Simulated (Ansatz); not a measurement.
# HfSc2O3: a trial structure relaxed

Where does this trial cell of HfSc2O3 go when cell and atoms are let free?

Program: Ansatz 0.2.0. Level of theory: DFT PBE, scalar-relativistic, plane waves, PAW. These are calculated values, not measurements.

2 further runs of the same task are left out: 1 that didn't finish, 1 set aside as unsound or not needed.

### Step 1. The structure to begin with

Symmetry: P6/mmm, No. 191, hexagonal system. Conventional cell: a = 4.773 Å, b = 4.773 Å, c = 4.244 Å, α = 90.00°, β = 90.00°, γ = 120.00°. Hf (site symmetry 6/mmm) is surrounded by 6 O at 2.39 Å. Sc (site symmetry -6m2) is surrounded by 6 O at 2.53 Å and 3 Sc at 2.76 Å. O (site symmetry mmm) is surrounded by 4 O at 2.39 Å and 2 Hf at 2.39 Å and 4 Sc at 2.53 Å.

Coordinates:

```
Hf Sc O
1.0
     4.77272    0.00000    0.00000
    -2.38636    4.13330    0.00000
     0.00000    0.00000    4.24449
Hf Sc O
1 2 3
Direct
  0.00000 0.00000 0.50000
  0.33333 0.66667 0.00000
  0.66667 0.33333 0.00000
  0.50000 0.00000 0.50000
  0.00000 0.50000 0.50000
  0.50000 0.50000 0.50000
```

The cell is invented: random cell by space group and Wyckoff sites (P6/mmm, No. 191). The dimensions are guesses.

### Step 2. A first look at the guess

Contents of input.yaml:

```yaml
crystal:
  lattice:
    - [4.77271967, 0.0, 0.0]
    - [-2.38635983, 4.13329648, 0.0]
    - [0.0, 0.0, 4.24448988]
  atoms:
    - { symbol: Hf, position: [0.0, 0.0, 0.5] }
    - { symbol: Sc, position: [0.33333333, 0.66666667, 0.0] }
    - { symbol: Sc, position: [0.66666667, 0.33333333, 0.0] }
    - { symbol: O, position: [0.5, 0.0, 0.5] }
    - { symbol: O, position: [0.0, 0.5, 0.5] }
    - { symbol: O, position: [0.5, 0.5, 0.5] }
basis:
  ecutwfc: 420
kpoints:
  mp_grid: { grid: [6, 6, 4] }
hamiltonian:
  xc: pbe
scf:
  occupations: { method: gaussian, width: 0.1 }
  lower_state_search: "off"
output:
  forces: true
  stress: true
  eigenvalues: true
```

Launch:

```bash
> ansatz run input.yaml --threads 1 --pin off --max-ram 2560MiB --backend cpu --events-out ev --progress --plain --runs-dir out
```

Further runs follow: a loose first relaxation; another rough relaxation; spin check on a coarse mesh; full relaxation.

What does the calculation give? Wanted: conventional cell; volume; energy over the elements; gap on the mesh.

As calculated:

| quantity | value |
| --- | --- |
| symmetry at the end (tolerance 0.05 Å) | space group P6/mmm (No. 191) |
| conventional cell | a = 5.230 Å, b = 5.230 Å, c = 3.085 Å, α = 90.00°, β = 90.00°, γ = 120.00° |
| volume | 12.18 Å³/atom |
| energy over the elements (uncorrected; H, N, O, F and Cl as molecules) | -2.63 eV/atom |
| gap on the mesh | none (metal) |

In words: The space group P6/mmm (No. 191) is kept, and the volume per atom shrinks by 12.7 % from the first guess. It lies below the elements, which doesn't yet make it stable: competing phases were not computed in this session. No finished test with a distortion of lower symmetry is shown, so the end may be a saddle point. Spin-orbit coupling is left out for Hf. Other magnetic orders were not searched.
